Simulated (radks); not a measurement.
# H⁻ held by a Watson sphere

The task here is to estimate one member of a computed series from the others.

Program: radks (a radial shooting solver on a logarithmic mesh, Libxc functionals) version 1. Level of theory: non-relativistic Kohn-Sham, LDA (Slater exchange, Perdew-Wang correlation), spin-polarised, spherical densities, point nucleus. These are calculated values, not measurements, unless marked.

### What is computed

```
element       : hydrogen (Z = 1)
charge        : -1
electrons     : 2
configuration : [He]
```

The outer shells:

H⁻
```
1s [↑↓]
```

The first run:

Input:

```text
Z 1
configuration [He]
relativity non-relativistic
functional lda,pw
spin polarised
nucleus point
watson charge 1 radius 1.59 bohr
response adiabatic LDA kernel
```

Steps of the session up to this table: R = 1.59 bohr; R = 1.86 bohr; R = 2.29 bohr; R = 2.39 bohr; R = 2.43 bohr; R = 2.99 bohr.

One of the session's tables, all rows but one given; the rest of the session is left out.

```
R (bohr)  highest level (eV)  its <r> (bohr)  sum of <r²> (bohr²)  α (bohr³)
    1.59              -7.835           1.674                7.415      11.30
    1.86              -7.148           1.775                8.355      14.25
    2.29                   ?               ?                    ?          ?
    2.39              -6.068           1.947                10.14      21.04
    2.43              -5.998           1.959                10.27      21.61
    2.99              -5.139           2.106                12.03      30.28
```

Q: Estimate the row for R (bohr) = 2.29 from the others.

Worked estimate for «highest level (eV)». A straight line through the neighbours (1.86, -7.148) and (2.39, -6.068) gives -7.148 + (-6.068 + 7.148) × (2.29 − 1.86) / (2.39 − 1.86) = -6.272; a parabola fitted to 4 rows on both sides gives -6.244.

The run gave: highest level (eV): -6.250; its <r> (bohr): 1.917; sum of <r²> (bohr²): 9.811; α (bohr³): 19.66. In «highest level (eV)» the line misses by -0.022 and the parabola by +0.006.

A wider sphere makes a shallower well, so the ion swells. Response by self-consistent Sternheimer equations with the Hartree and adiabatic LDA kernel.
